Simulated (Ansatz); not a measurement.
# H4Ru12C: the cost of one run

Method: DFT r2SCAN+D3(BJ), plane waves, PAW, scalar-relativistic, no spin polarisation, in Ansatz 0.2.0.

## Step 1: Starting point

The cell holds 17 atoms (CH4Ru12): a = 5.400 Å, b = 5.400 Å, c = 17.277 Å, α = 90.00°, β = 90.00°, γ = 60.00°.

Coordinates:

```
Ru C H
1.0
     5.40000    0.00000    0.00000
     2.70000    4.67654    0.00000
     0.00000    0.00000   17.27680
Ru C H
12 1 4
Direct
  0.00000 0.00000 0.05788
  0.50000 0.00000 0.05788
  0.00000 0.50000 0.05788
  0.50000 0.50000 0.05788
  0.83333 0.33333 0.18165
  0.33333 0.33333 0.18165
  0.83333 0.83333 0.18165
  0.33333 0.83333 0.18165
  0.00000 0.00000 0.30543
  0.50000 0.00000 0.30543
  0.00000 0.50000 0.30543
  0.50000 0.50000 0.30543
  0.34590 0.81673 0.46981
  0.54658 0.63779 0.44897
  0.32302 0.01803 0.44897
  0.16616 0.79611 0.44897
  0.34590 0.81673 0.53290
```

## Step 2: Preparing the start

Input file input.yaml:

```yaml
accuracy: low
crystal:
  lattice:
    - [5.4, 0.0, 0.0]
    - [2.7, 4.676537, 0.0]
    - [0.0, 0.0, 17.2768]
  atoms:
    - { symbol: Ru, position: [0.0, 0.0, 0.0578811] }
    - { symbol: Ru, position: [0.5, 0.0, 0.0578811] }
    - { symbol: Ru, position: [0.0, 0.5, 0.0578811] }
    - { symbol: Ru, position: [0.5, 0.5, 0.0578811] }
    - { symbol: Ru, position: [-0.1666667, 0.3333333, 0.181654] }
    - { symbol: Ru, position: [0.3333333, 0.3333333, 0.181654] }
    - { symbol: Ru, position: [-0.1666667, 0.8333333, 0.181654] }
    - { symbol: Ru, position: [0.3333333, 0.8333333, 0.181654] }
    - { symbol: Ru, position: [0.0, 0.0, 0.3054269] }
    - { symbol: Ru, position: [0.5, 0.0, 0.3054269] }
    - { symbol: Ru, position: [0.0, 0.5, 0.3054269] }
    - { symbol: Ru, position: [0.5, 0.5, 0.3054269] }
    - { symbol: C, position: [0.3459013, 0.8167298, 0.4698092] }
    - { symbol: H, position: [0.5465784, 0.6377875, 0.448972] }
    - { symbol: H, position: [0.3230156, 1.0180255, 0.448972] }
    - { symbol: H, position: [0.1661615, 0.7961139, 0.448972] }
    - { symbol: H, position: [0.3459013, 0.8167298, 0.5328996] }
basis:
  ecutwfc: 500.0
kpoints:
  mp_grid: { grid: [2, 2, 1] }
hamiltonian:
  xc: r2scan
  dispersion: d3bj
scf:
  occupations: { method: fermi_dirac, width: 0.05 }
  lower_state_search: "off"
relax:
  f_tol: 0.08
  max_steps: 25
  adjacent_minimum: "off"
  constraints: [{ sites: [0, 1, 2, 3] }]
output:
  write_density: true
  write_potential: true
  elf: true
  volumetric_format: npy
```

Run with:

```
ansatz run input.yaml --threads 4 --pin off --max-ram 10240MiB --backend cpu --events-out ev --progress --plain --runs-dir out
```

**Question.** How long does this run take on 4 threads of AMD EPYC 9R45 (Zen 5), shared host, and how much memory does it need?

About 33 s, with a peak of 1.8 GiB.
